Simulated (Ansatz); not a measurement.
# C: the cost of one run

Computed with Ansatz 0.2.0 (DFT r2SCAN, scalar-relativistic, plane waves, PAW, unless a step's input says otherwise).

A COD entry behind a cell of this session may itself be a prediction, so a difference from it is no test against experiment.

## Step 1: The starting structure

The structure is hexagonal, space group P6_3/mmc (No. 194). Conventional cell: a = 2.522 Å, b = 2.522 Å, c = 8.237 Å, α = 90.00°, β = 90.00°, γ = 120.00°. C (site symmetry 3m) has 4 C at 1.54 Å as nearest neighbours.

Structure file:

```xyz
8
Lattice="2.5221 0.0000 0.0000 -1.2610 2.1842 0.0000 0.0000 0.0000 8.2371" Properties=species:S:1:pos:R:3 pbc="T T T"
C     0.0000    0.0000    0.7722
C     0.0000    0.0000    4.8908
C     0.0000    0.0000    3.3463
C     0.0000    0.0000    7.4649
C     0.0000    1.4561    1.2870
C     1.2610    0.7281    5.4056
C     0.0000    1.4561    2.8315
C     1.2610    0.7281    6.9501
```

The structure comes from the Crystallography Open Database.

(A quick probe on a coarse mesh, which set the mesh and smearing, is not shown.)

## Step 3: Relaxing cell and atoms

Contents of input.yaml:

```yaml
crystal:
  lattice:
    - [2.5220988435, 0.0, 0.0]
    - [-1.2610494217, 2.1842016693, 0.0]
    - [0.0, 0.0, 8.2371]
  atoms:
    - { symbol: C, position: [0.0, 0.0, 0.09375] }
    - { symbol: C, position: [0.0, 0.0, 0.59375] }
    - { symbol: C, position: [0.0, 0.0, 0.40625] }
    - { symbol: C, position: [0.0, 0.0, 0.90625] }
    - { symbol: C, position: [0.3333333333, 0.6666666667, 0.15625] }
    - { symbol: C, position: [0.6666666667, 0.3333333333, 0.65625] }
    - { symbol: C, position: [0.3333333333, 0.6666666667, 0.34375] }
    - { symbol: C, position: [0.6666666667, 0.3333333333, 0.84375] }
basis:
  ecutwfc: 500
kpoints:
  mp_grid: { grid: [12, 12, 4] }
hamiltonian:
  xc: r2scan
scf:
  occupations: { method: gaussian, width: 0.02 }
output:
  forces: true
  stress: true
  eigenvalues: true
  write_density: true
  write_potential: true
  elf: true
  volumetric_format: npy
relax:
  adjacent_minimum: "off"
  f_tol: 0.005
  max_steps: 80
  cell: { stress_tol: 0.05 }
```

Launch:

```bash
$ ansatz run input.yaml --threads 2 --pin off --max-ram 5120MiB --backend cpu --events-out ev --progress --plain --runs-dir out
```

What time and memory should one allow on 2 threads of Arm Neoverse V2, shared host?

About 18 s, with a peak of 0.47 GiB.
